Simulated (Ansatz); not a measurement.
Bi2TeSe2 (Skippenite):

```
CELL_PARAMETERS angstrom
2.09150 1.20753 9.71233
-2.09150 1.20753 9.71233
0.00000 -2.41506 9.71233
ATOMIC_POSITIONS crystal
Bi 0.60194 0.60194 0.60194
Bi 0.39806 0.39806 0.39806
Te 0.00000 0.00000 0.00000
Se 0.78840 0.78840 0.78840
Se 0.21160 0.21160 0.21160
```

| Quantity | Value |
| --- | --- |
| Program | Ansatz 0.2.0 |
| Task | relaxation of cell and atoms |
| Functional | revPBE |
| Dispersion | D3(BJ) |
| Potentials or basis | Ansatz PAW |
| Cutoff | 420 eV (not typed: the program's choice for these potentials) |
| k mesh | 7 × 7 × 7 |
| Occupations | fermi-dirac, width 0.05 eV |
| Spin | no spin polarisation |

At the start: volume 29.43 Å³/atom.

Question: How do energy, volume and symmetry change on relaxing?

Answer: It ends after 7 steps and the volume is 29.19 Å³/atom (-0.8 %); space group R-3m (No. 166, to 0.05 Å).

Step by step:
| step | energy change (eV) | largest force (eV/Å) | volume (Å³) |
| --- | --- | --- | --- |
| 1 | 0.0000 | 1.8496 | 147.17 |
| 2 | -0.3176 | 0.4600 | 150.23 |
| 3 | -0.3656 | 0.1161 | 144.37 |
| 4 | -0.3740 | 0.0408 | 146.52 |
| 5 | -0.3747 | 0.0297 | 145.84 |
| 6 | -0.3749 | 0.0006 | 145.97 |
| 7 | -0.3747 | 0.0005 | 145.97 |

Final structure:
```
Bi Te Se
1.0
     2.10479    1.21520    9.51171
    -2.10479    1.21520    9.51171
     0.00000   -2.43040    9.51171
Bi Te Se
2 1 2
Direct
  0.59321 0.59321 0.59321
  0.40679 0.40679 0.40679
  0.00000 0.00000 0.00000
  0.79352 0.79352 0.79352
  0.20648 0.20648 0.20648
```

Caveat: the plane-wave basis is chosen anew once the cell has moved, so the energies of steps on either side of that aren't comparable; the PAW data sets come from PBE, with cores solved anew for the run's functional, which leaves a small shift of forces and pressure.
